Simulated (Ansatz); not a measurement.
# ScSi2: the cost of one run

Computed with Ansatz 0.2.0 (DFT, PBE, plane-wave PAW, default files, scalar-relativistic, unless a step's input says otherwise).

1 further run of the same task is left out (set aside as unsound or not needed).

### Step 1. The system as given

The structure is hexagonal, space group P6/mmm (No. 191). The conventional cell has a = 3.660 Å, b = 3.660 Å, c = 3.870 Å, α = 90.00°, β = 90.00°, γ = 120.00°. Around Sc (site symmetry 6/mmm) lie 12 Si at 2.87 Å. Si (site symmetry -6m2) is surrounded by 3 Si at 2.11 Å and 6 Sc at 2.87 Å.

As a file:

```cif
data_structure
_symmetry_space_group_name_H-M 'P6/mmm'
_symmetry_Int_Tables_number 191
_cell_length_a 3.6600
_cell_length_b 3.6600
_cell_length_c 3.8700
_cell_angle_alpha 90.000
_cell_angle_beta 90.000
_cell_angle_gamma 120.000
_cell_volume 44.90
loop_
_atom_site_label
_atom_site_type_symbol
_atom_site_symmetry_multiplicity
_atom_site_Wyckoff_symbol
_atom_site_fract_x
_atom_site_fract_y
_atom_site_fract_z
_atom_site_occupancy
Sc1 Sc 1 a 0.00000 0.00000 0.00000 1
Si1 Si 2 d 0.33333 0.66667 0.50000 1
```

### Step 2. Relaxation of the positions

Contents of input.yaml:

```yaml
crystal:
  lattice:
    - [3.6599987106, 0.0, 0.0]
    - [-1.8299993553, 3.1696518612, 0.0]
    - [0.0, 0.0, 3.87]
  atoms:
    - { symbol: Sc, position: [0.0, 0.0, 0.0] }
    - { symbol: Si, position: [0.3333333333, 0.6666666667, 0.5] }
    - { symbol: Si, position: [0.6666666667, 0.3333333333, 0.5] }
kpoints:
  mp_grid: { grid: [9, 9, 7] }
scf:
  occupations: { method: fermi_dirac, width: 0.05 }
hamiltonian:
  xc: pbe
  pseudopotentials: { kind: paw }
output:
  forces: true
  stress: true
  populations: true
  efg: { quadrupole_moments_barn: { Sc: -0.22 }, contact_densities: true }
relax:
  f_tol: 0.02
  max_steps: 60
```

Launch:

```sh
ansatz run input.yaml --threads 1 --pin off --max-ram 2560MiB --backend cpu --events-out ev --progress --plain --runs-dir out
```

**Question.** How long does this run take on 1 thread of Arm Neoverse V2, shared host, and how much memory does it need?

About 3.2 s, with a peak of 0.37 GiB.
